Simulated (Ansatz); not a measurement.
# ScTa2: one candidate of a structure search

The task: take a trial cell of ScTa2 to zero force and stress.

Method: DFT PBE, scalar-relativistic, plane waves, PAW, in Ansatz 0.2.0.

**1. Starting point**

Symmetry: P-3m1, No. 164, trigonal system. Conventional cell: a = 4.015 Å, b = 4.015 Å, c = 4.337 Å, α = 90.00°, β = 90.00°, γ = 120.00°. Sc (site symmetry -3m) is surrounded by 12 Ta at 3.15 to 3.20 Å. Around Ta (site symmetry 3m) lie 3 Ta at 2.32 Å.

Coordinates:

```cif
data_structure
_symmetry_space_group_name_H-M 'P 1'
_symmetry_Int_Tables_number 1
_cell_length_a 4.0146
_cell_length_b 4.0146
_cell_length_c 4.3372
_cell_angle_alpha 90.000
_cell_angle_beta 90.000
_cell_angle_gamma 120.000
_cell_volume 60.54
loop_
_atom_site_label
_atom_site_type_symbol
_atom_site_fract_x
_atom_site_fract_y
_atom_site_fract_z
_atom_site_occupancy
Sc1 Sc 0.00000 0.00000 0.00000 1
Ta1 Ta 0.33333 0.66667 0.50873 1
Ta2 Ta 0.66667 0.33333 0.49127 1
```

The cell is invented: random cell by space group and Wyckoff sites (P-3m1, No. 164). Lengths come from tabulated atomic sizes and are only a guess.

**2. A first look at the guess**

input.yaml

```yaml
crystal:
  lattice:
    - [4.01457888, 0.0, 0.0]
    - [-2.00728944, 3.47672729, 0.0]
    - [0.0, 0.0, 4.33723949]
  atoms:
    - { symbol: Sc, position: [0.0, 0.0, 0.0] }
    - { symbol: Ta, position: [0.33333333, 0.66666667, 0.50872733] }
    - { symbol: Ta, position: [0.66666667, 0.33333333, 0.49127267] }
basis:
  ecutwfc: 420
kpoints:
  mp_grid: { grid: [6, 6, 4] }
hamiltonian:
  xc: pbe
scf:
  occupations: { method: gaussian, width: 0.1 }
  lower_state_search: "off"
output:
  forces: true
  stress: true
  eigenvalues: true
```

Command:

```console
> ansatz run input.yaml --threads 1 --pin off --max-ram 2560MiB --backend cpu --events-out ev --progress --plain --runs-dir out
```

Further runs follow: rough relaxation on the coarse mesh; another rough relaxation; spin check on a coarse mesh; relaxation on the finer mesh.

What does the calculation give? Wanted: conventional cell; volume; energy over the elements; gap on the mesh.

As calculated:

```
                              quantity                                                                       value
symmetry at the end (tolerance 0.05 Å)                                                space group P6/mmm (No. 191)
                     conventional cell  a = 4.855 Å, b = 4.855 Å, c = 2.926 Å, α = 90.00°, β = 90.00°, γ = 120.00°
                                volume                                                               19.91 Å³/atom
              energy over the elements                                                               +0.17 eV/atom
                       gap on the mesh                                                                none (metal)
```

**Reading.** The symmetry goes from space group P-3m1 (No. 164) to space group P6/mmm (No. 191), and the volume per atom shrinks by 1.3 % from the first guess. With a positive formation energy it can't be a ground state. No finished test with a distortion of lower symmetry is shown, so the end may be a saddle point. The runs treat Ta without spin-orbit coupling. Other magnetic orders were not searched.
